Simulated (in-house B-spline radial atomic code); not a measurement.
**Er⁵²⁺: ionisation energy by several methods**

How far do functionals differ on the ionisation energy of Er⁵²⁺? Each run solves Er⁵²⁺ and then the next ion ([Ne] 3s2 3p3).

The numbers are computed with in-house B-spline radial atomic code version 1 (scalar-relativistic (X2C), several functionals, spin-polarised; spherical all-electron atom at the radial basis limit), except any that are marked as measured or tabulated.

**1. The atom as given**

- element: erbium (Z = 68)
- charge: +52
- electrons: 16
- configuration: [Ne] 3s2 3p4
- nucleus: Fermi, rms radius 5.252 fm

The outer shells:

[Ne] 3s2 3p4
```
[Ne] core
3s [↑↓]
3p [↑↓][↑ ][↑ ]
```

Where spins are not typed, each open shell is filled with up spins first.

**2. PW91, a GGA**

The run's settings:

```ini
Z = 68
electrons = 16.0
configuration = [Ne] 3s2 3p4
hamiltonian = x2c
method = pw91,pw91
spin_polarised = True
nucleus = fermi
rms_radius = 5.2516
mass_number = 166
atomic_mass = 165.930301067
speed_of_light = 137.035999084
```

**3. AM05, a GGA**

The settings differ from step 2 so:

```diff
@@ -4,3 +4,3 @@
 hamiltonian = x2c
-method = pw91,pw91
+method = am05
 spin_polarised = True
```

**4. TPSS, a meta-GGA**

The settings differ from step 3 so:

```diff
@@ -4,3 +4,3 @@
 hamiltonian = x2c
-method = am05
+method = tpss,tpss
 spin_polarised = True
```

**5. LDA (VWN5)**

The settings differ from step 4 so:

```diff
@@ -4,3 +4,3 @@
 hamiltonian = x2c
-method = tpss,tpss
+method = lda,vwn
 spin_polarised = True
```

Before running: The tabulated ionisation energy is 4866 ± 4 eV (tabulated theoretical; NIST Atomic Spectra Database). What does each method give, and which comes nearest?

**Answer**, as computed:

| method | rung | total energy (hartree) | ΔSCF (eV) | −ε highest (eV) | ΔSCF less tabulated (eV) |
| --- | --- | --- | --- | --- | --- |
| LDA (VWN5) | LDA | -10346.5246 | 4931.88 | 4878.50 (3p down) | +65.88 |
| PW91 | GGA | -10356.6235 | 4932.81 | 4879.83 (3p down) | +66.81 |
| AM05 | GGA | -10347.6934 | 4930.62 | 4877.84 (3p down) | +64.62 |
| TPSS | meta-GGA | -10356.2518 | 4931.05 | 4878.85 (3p down) | +65.05 |

**Reading.** Against the tabulated ionisation energy, 4866 ± 4 eV (tabulated theoretical; NIST Atomic Spectra Database), the best here is AM05 (+64.62 eV) and the worst PW91 (+66.81 eV, or 1.4 %). Mean absolute error by rung (exchange-only levels left out): LDA 65.88 eV, GGA 65.71 eV, meta-GGA 65.05 eV. All methods miss on the same side by much the same amount, which points to something that they share. Relativistic terms that these runs lack can be as large as the gaps between close methods, so the nearest may be so by luck. Spin-orbit coupling is left out. Open shells are averaged (over orientations, and over spins where the run is restricted), while tables refer to the lowest levels.

Members of this set that are not shown: 3 used exact exchange with fractional occupations of an open shell, which is unsound here.
